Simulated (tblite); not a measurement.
# C8H17P: the cost of one run

Programs: tblite 0.8.0 and PySCF 2.14.0, with density-fitted response routines of our own. Each step states its level of theory. These are calculated values for one molecule in the gas phase, unless marked as measured. Atoms are numbered from 0 throughout.

### 1 The molecule as given

26 atoms, charge 0, multiplicity 1; geometry from: force field or distance geometry start.

Bonds of the start (Å): C0–C1 1.52, C1–C2 1.51, C1–P3 1.87, P3–C4 1.84, P3–C5 1.81, C5–C6 1.50, C6–C7 1.53, C7–C8 1.51, C8–C5 1.53, C0–H9 1.11, C0–H10 1.10, C0–H11 1.12, C1–H12 1.08, C2–H13 1.11, C2–H14 1.09, C2–H15 1.12, C4–H16 1.11, C4–H17 1.12, C4–H18 1.11, C5–H19 1.11, C6–H20 1.10, C6–H21 1.11, C7–H22 1.11, C7–H23 1.10, C8–H24 1.10, C8–H25 1.11.

### 2 Geometry optimisation with GFN2-xTB

The job: settings as JSON, then the geometry in Å.

```
{"job": {"kind": "relax", "xc": "GFN2-xTB", "basis": "xTB"}, "charge": 0, "multiplicity": 1}
C     -1.934800     1.346100    -0.397300
C     -1.851000    -0.167100    -0.487600
C     -2.992100    -0.859600     0.225800
P     -0.253200    -0.592700     0.380200
C      0.095600    -2.399100     0.385800
C      1.067000     0.471900    -0.262300
C      2.454900    -0.071700    -0.377500
C      2.975400     1.221800     0.252400
C      1.596200     1.382300     0.844500
H     -2.337100     1.679900    -1.371100
H     -0.946400     1.805600    -0.244600
H     -2.563700     1.677900     0.462100
H     -1.806700    -0.536100    -1.501200
H     -3.904100    -0.290800    -0.034300
H     -3.011700    -1.888600    -0.124000
H     -2.799000    -0.763900     1.323100
H      0.135500    -2.835900    -0.639000
H     -0.764300    -2.917100     0.878800
H      0.990100    -2.687500     0.981500
H      0.822300     1.100500    -1.141100
H      2.703500    -0.965500     0.210900
H      2.764000    -0.077300    -1.445100
H      3.741400     1.083700     1.043100
H      3.197300     2.007600    -0.491600
H      1.447600     0.898500     1.821400
H      1.152200     2.399800     0.750500
```

Launch:

```
$ OMP_NUM_THREADS=1 python probes_run.py task.json out
```

The driver reads the jobs from task.json and runs them one after another.

**Question.** How long does this first job take on 1 thread of Arm Neoverse N1, shared host, and how much memory does it need?

About 2.4 s, with a peak of 0.18 GiB.
